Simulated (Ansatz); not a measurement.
**BH5OSi2: up Jacob's ladder to CCSD(T)**

An exercise on one series of results from a longer session: the logs are not shown, and one member is left open.

Computed with Ansatz 0.2.0, Gaussian basis. Level: functionals in def2-TZVPP, the program's frozen cores in correlated methods.

Levels to be run: LDA (SPW92), PBE-D4, revPBE-D4, BLYP-D4, r2SCAN-D4, B97M-V, PBE0-D4, B3LYP-D4, r2SCANh-D4, r2SCAN0-D4, HSE06-D4, BHLYP-D4, CAM-B3LYP-D4, LC-ωPBE, ωB97X-V, ωB97M-V, B2PLYP, PBE-QIDH; CCSD(T)/def2-SVP; CCSD(T)/def2-TZVPP; MP2/def2-QZVPP; extrapolation to the limit; RPA on PBE.

### The relaxed structure

An earlier PBE0-D4 in a triple-zeta def2 set relaxation fixed the geometry.

SMILES `[SiH3][SiH]1BO1`, 9 atoms, charge 0, spin multiplicity 1.

Atoms are counted from 1 here; the program's logs count them from 0.

Bond lengths: Si1–Si2 2.331 Å, Si1–H5 1.488 Å, Si1–H6 1.486 Å, Si1–H7 1.488 Å, Si2–B3 1.908 Å, Si2–O4 1.769 Å, Si2–H8 1.487 Å, B3–O4 1.335 Å, B3–H9 1.190 Å. Angles: Si2–Si1–H5 108.5°, Si2–Si1–H6 109.2°, Si2–Si1–H7 111.6°, H5–Si1–H6 109.3°, H5–Si1–H7 108.7°, H6–Si1–H7 109.5°, Si1–Si2–B3 125.2°, Si1–Si2–O4 112.1°, Si1–Si2–H8 113.3°, B3–Si2–O4 42.4°, B3–Si2–H8 120.9°, O4–Si2–H8 109.8°, Si2–B3–O4 63.2°, Si2–B3–H9 165.0°, O4–B3–H9 131.8°, Si2–O4–B3 74.4°.

The first run:

in.yaml reads:

```yaml
crystal:
  periodic: [false, false, false]
  atoms:
    - {symbol: Si, position_ang: [-0.645474, 0.995388, -1.135418]}
    - {symbol: Si, position_ang: [0.112226, -0.860228, 0.055217]}
    - {symbol: B, position_ang: [0.582848, -0.864767, 1.904157]}
    - {symbol: O, position_ang: [1.529975, -0.483295, 1.043835]}
    - {symbol: H, position_ang: [-1.967347, 0.665198, -1.733359]}
    - {symbol: H, position_ang: [-0.799820, 2.143749, -0.205468]}
    - {symbol: H, position_ang: [0.293956, 1.365378, -2.227782]}
    - {symbol: H, position_ang: [0.398086, -2.037296, -0.807428]}
    - {symbol: H, position_ang: [0.583952, -0.970427, 3.089046]}
basis:
  gaussian: {orbitals: def2-TZVPP}
hamiltonian: {xc: lda}
output: {orbitals: {seedname: orbitals}}
```

Command:

```console
$ ansatz run in.yaml --threads 2 --pin off --events-out ev --progress --plain --max-ram 4352MiB
```

Among the steps run: LDA; PBE-D4 (GGA); revPBE-D4 (GGA); BLYP-D4 (GGA); r2SCAN-D4 (meta-GGA); B97M-V (meta-GGA); B3LYP-D4 (hybrid); r2SCANh-D4 (hybrid); r2SCAN0-D4 (hybrid); HSE06-D4 (hybrid); BHLYP-D4 (hybrid); CAM-B3LYP-D4 (range-separated); LC-ωPBE (range-separated); ωB97X-V (range-separated); ωB97M-V (range-separated); B2PLYP (double hybrid); PBE-QIDH (double hybrid).

One of the session's tables, all rows but one given; the rest of the session is left out.

It belongs to the step «Frontier levels by functional». 

| functional | HOMO (eV) | gap (eV) |
| --- | --- | --- |
| LDA (SPW92) | -6.00 | 3.70 |
| PBE-D4 | -5.88 | 3.80 |
| revPBE-D4 | -5.83 | 3.84 |
| BLYP-D4 | ? | ? |
| r2SCAN-D4 | -6.07 | 4.25 |
| B97M-V | -6.16 | 4.23 |
| PBE0-D4 | -6.97 | 5.79 |
| B3LYP-D4 | -6.77 | 5.42 |
| r2SCANh-D4 | -6.48 | 4.97 |
| r2SCAN0-D4 | -7.10 | 6.04 |
| HSE06-D4 | -6.58 | 5.02 |
| BHLYP-D4 | -7.96 | 7.73 |
| CAM-B3LYP-D4 | -8.24 | 8.15 |
| LC-ωPBE | -9.54 | 10.52 |
| ωB97X-V | -9.21 | 10.10 |
| ωB97M-V | -9.04 | 9.70 |

Q: Estimate the row for BLYP-D4 from the others.

Worked estimate for «HOMO (eV)». Against the share of exact exchange, B3LYP-D4 (0.2, -6.77), BHLYP-D4 (0.5, -7.96) give a slope of -3.97 per unit share; at 0 the line stands at -5.98.

As computed: HOMO (eV): -5.74; gap (eV): 3.83. In «HOMO (eV)» the line misses by -0.24.
